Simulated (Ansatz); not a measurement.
**Si2H3F3 (SMILES F[Si](F)(F)[SiH3]): wB97M-V/cc-pVDZ**

What is the electronic atomisation energy of Si2H3F3 at wB97M-V/cc-pVDZ? 

The results are computed with Ansatz 0.2.0.

48 further runs of the same task are left out: 4 that didn't finish, 44 set aside as unsound or not needed.

## 1. Starting point

Si2H3F3: 8 atoms, total charge 0, spin state singlet. SMILES: `F[Si](F)(F)[SiH3]`. Geometry: relaxed at PBE0-D4/def2-TZVP.

Bond lengths: F1–Si2 1.582 Å, Si2–F3 1.582 Å, Si2–F4 1.582 Å, Si2–Si5 2.328 Å, Si5–H6 1.484 Å, Si5–H7 1.484 Å, Si5–H8 1.484 Å. Some angles: F1–Si2–F3 107.0°, F1–Si2–F4 107.0°, F1–Si2–Si5 111.9°, F3–Si2–F4 107.0°, F3–Si2–Si5 111.9°, F4–Si2–Si5 111.9°, Si2–Si5–H6 108.7°, Si2–Si5–H7 108.7°, Si2–Si5–H8 108.7°, H6–Si5–H7 110.2°.

## 2. The energy at wB97M-V/cc-pVDZ

The input, run.yaml:

```yaml
basis:
  gaussian:
    orbitals: cc-pVDZ
crystal:
  periodic: [false, false, false]
  atoms:
    - {symbol: F, position_ang: [1.310500, -1.060500, 1.504800]}
    - {symbol: Si, position_ang: [0.534400, -0.990500, 0.128500]}
    - {symbol: F, position_ang: [-0.479300, -2.204500, 0.107900]}
    - {symbol: F, position_ang: [1.595600, -1.255900, -1.013900]}
    - {symbol: Si, position_ang: [-0.550700, 1.050400, -0.152600]}
    - {symbol: H, position_ang: [-1.525600, 1.227900, 0.951900]}
    - {symbol: H, position_ang: [0.460600, 2.135800, -0.122800]}
    - {symbol: H, position_ang: [-1.253300, 1.040400, -1.459500]}
hamiltonian:
  xc: {name: wB97M-V}
accuracy: high
output: {orbitals: {seedname: orbitals}}
```

On the command line:

```
$ ansatz run run.yaml --threads 1 --pin off --max-ram 3480MiB --events-out events.jsonl --progress --plain --runs-dir runs
```

Output:

```text
Warning: RAYON_NUM_THREADS=1 ignored (pool sized by the plan → 1); use --threads N
Functional definition: wB97M-V
  name "wB97M-V"
  parameter omega = 0.3/bohr
  parameter cx = 0.15
  parameter cx01 = 1.007
  parameter cx10 = 0.259
  parameter css00 = 0.443
  parameter css04 = -1.437
  parameter css10 = -4.535
  parameter css20 = -3.390
  parameter css43 = 4.278
  parameter cos00 = 1.000
  parameter cos10 = 1.358
  parameter cos20 = 2.924
  parameter cos21 = -8.812
  parameter cos60 = -1.390
  parameter cos61 = 9.142
  parameter b = 6.0
  parameter c = 0.01
  gx(w, u) = 1 - cx + cx01*u + cx10*w
  gss(w, u) = css00 + css04*u^4 + css10*w + css20*w^2 + css43*w^4*u^3
  gos(w, u) = cos00 + cos10*w + (cos20 + cos21*u)*w^2 + (cos60 + cos61*u)*w^6
  exchange = spin_sum(e_x_unif_sr(omega)*gx(b97_w, b97_u_x)) + cx*exact_x_sr(omega) + exact_x_lr(omega)
  correlation = spin_sum(e_c_pw_mod_same_spin*gss(b97_w, b97_u_same))
      + integral(e_c_pw_mod_opposite_spin*gos(b97_w_opposite, b97_u_opposite)) + vv10(b, c)
2061 factors; integrals over basis functions are off by at most 4.6e-9 eV
380 factors; integrals over basis functions are off by at most 2.3e-9 eV
mean field evaluation 1: about -23952.6506 eV, gradient 4.5e1 eV
mean field evaluation 2: about -23952.6731 eV, gradient 4.9e1 eV
mean field evaluation 4: about -23956.0273 eV, gradient 1.4e0 eV
mean field evaluation 8: about -23956.1369 eV, gradient 5.3e-2 eV
mean field evaluation 16: about -23956.1370 eV, gradient 7.1e-6 eV
mean field -23956.13696523 eV, -880.3717954194 hartree, gradient 7.9e-8 eV, S^2 0.000000; 0 other end points of the search recorded, 0 dependent functions left out
reference -23956.13697003 eV, -880.3717955958 hartree; 29, 29 occupied and 64, 64 virtual orbitals, 2061 factors
Total energy: -23956.13697003 eV, -880.3717955958 hartree
```

It took 78 s on 1 thread of Arm Neoverse V2, shared host; peak memory 0.65 GiB.

## 3. The F atom

The input, input.yaml:

```yaml
crystal:
  periodic: [false, false, false]
  atoms:
    - symbol: F
      position_ang: [0.000000, 0.000000, 0.000000]
basis:
  gaussian:
    orbitals: cc-pVDZ
total_charge: 0
magnetization:
  spin_polarized: true
  initial_magnetization: 1
hamiltonian:
  xc: {name: wB97M-V}
accuracy: high
```

Run the same way, it converges to -99.70242 Eh (log not shown).

## 4. The H atom

The input, input.yaml:

```yaml
crystal:
  periodic: [false, false, false]
  atoms:
    - {symbol: H, position_ang: [0.000000, 0.000000, 0.000000]}
basis:
  gaussian:
    orbitals: cc-pVDZ
magnetization:
  spin_polarized: true
  initial_magnetization: 1
hamiltonian:
  xc: {name: wB97M-V}
accuracy: high
```

Run the same way, it converges to -0.49171 Eh (log not shown).

## 5. The Si atom at the same level

The input, molecule.yaml:

```yaml
crystal:
  periodic: [false, false, false]
  atoms:
    - {symbol: Si, position_ang: [0.000000, 0.000000, 0.000000]}
basis:
  gaussian:
    orbitals: cc-pVDZ
magnetization:
  spin_polarized: true
  initial_magnetization: 2
hamiltonian:
  xc: {name: wB97M-V}
accuracy: high
```

Run the same way, it converges to -289.35038 Eh (log not shown).

## 6. Outcome

Level: wB97M-V/cc-pVDZ.

| quantity | value |
| --- | --- |
| molecule: total energy | -880.37180 Eh |
| molecule: HOMO energy | -11.36 eV |
| molecule: LUMO energy | 1.88 eV |
| molecule: HOMO–LUMO gap | 13.23 eV |
| F atom: total energy | -99.70242 Eh |
| F atom: ⟨S²⟩ | 0.751 |
| H atom: total energy | -0.49171 Eh |
| H atom: ⟨S²⟩ | 0.750 |
| Si atom: total energy | -289.35038 Eh |
| Si atom: ⟨S²⟩ | 2.001 |
| electronic atomisation energy | 29.623 eV |

What this shows: Taking the molecule apart into free atoms costs 29.62 eV (2858 kJ/mol), before zero-point energy and without spin-orbit coupling.
